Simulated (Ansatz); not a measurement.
C₂H₂BrCl, SMILES Cl/C=C/Br, a rigid scan of one bond length

Computed with Ansatz 0.2.0, Python API.

The cells in order, each with its output:

In [1]:
```python
import warnings

import ansatz as az
import matplotlib.pyplot as plt
import numpy as np
```

In [2]:
```python
GEOMETRY = """
Cl   -2.14300    0.30210   -0.00020
C    -0.56820   -0.37180    0.00510
C     0.53320    0.37730   -0.00510
Br    2.25330   -0.31430    0.00020
H    -0.57840   -1.45400    0.01740
H     0.50320    1.46060   -0.01740
"""
```

In [3]:
```python
warnings.simplefilter("ignore", az.DeckWarning)
```

In [4]:
```python
c2h2brcl = az.Crystal.molecule()
for line in GEOMETRY.strip().splitlines():
    symbol, *xyz = line.split()
    c2h2brcl = c2h2brcl.atom(symbol, [float(v) for v in xyz])
```

In [5]:
```python
symbols = [site.symbol for site in c2h2brcl.cartesian_sites]
start = np.array([site.position_ang for site in c2h2brcl.cartesian_sites])
axis = (start[1] - start[2]) / np.linalg.norm(start[1] - start[2])
moving = [0, 1, 4]
lengths, energies = [1.172, 1.225, 1.279, 1.332, 1.385, 1.439, 1.492, 1.572], []
for length in lengths:
    xyz = start.copy()
    xyz[moving] += (length - np.linalg.norm(start[1] - start[2])) * axis
    point = az.Crystal.molecule()
    for symbol, place in zip(symbols, xyz):
        point = point.atom(symbol, place.tolist())
    calculation = point.calculation().basis(gaussian="def2-SVP").correlation("mp2")
    rep = calculation.run(threads=1).report
    energies.append(rep["free_energy_ev"])
    print(f"r = {length:6.3f} A  E = {energies[-1]:.5f} eV  <S^2> = {abs(rep['mean_field']['state']['spin_squared']):.3f}")
```
```text
r =  1.172 A  E = -84595.98256 eV  <S^2> = 0.000
r =  1.225 A  E = -84596.66845 eV  <S^2> = 0.000
r =  1.279 A  E = -84597.04060 eV  <S^2> = 0.000
r =  1.332 A  E = -84597.16452 eV  <S^2> = 0.000
r =  1.385 A  E = -84597.11054 eV  <S^2> = 0.000
r =  1.439 A  E = -84596.92163 eV  <S^2> = 0.000
r =  1.492 A  E = -84596.64237 eV  <S^2> = 0.000
r =  1.572 A  E = -84596.10732 eV  <S^2> = 0.000
```

In [6]:
```python
# quartic fit about the minimum
fit = np.polynomial.Polynomial.fit(lengths, np.array(energies) - min(energies), 4).convert()
roots = [r.real for r in fit.deriv().roots() if abs(r.imag) < 1e-9 and fit.deriv(2)(r.real) > 0]
r_e = min(roots, key=lambda r: abs(r - lengths[int(np.argmin(energies))]))
print(f"minimum of the fit at {r_e:.4f} A, force constant {fit.deriv(2)(r_e):.2f} eV/A^2")
plt.figure(figsize=(4.5, 3))
plt.plot(lengths, np.array(energies) - min(energies), "o-")
plt.xlabel("bond length (A)")
plt.ylabel("E - E(min) (eV)")
plt.tight_layout()
plt.savefig("scan.png", dpi=100)
```
```text
minimum of the fit at 1.3396 A, force constant 60.63 eV/A^2
```

Reading the output:
- Total energies depend on the basis set; only differences at equal settings carry meaning.
- The rest of the molecule is held rigid at a force-field or estimated start geometry, and the basis set is modest; single-reference methods fail as a bond breaks.
- The orbitals are restricted, so S² is zero by construction.
- S² is that of the Hartree-Fock reference.
- Run time: 16 s on 1 thread of Arm Neoverse V1, with other jobs on the host, peak memory 0.32 GiB.
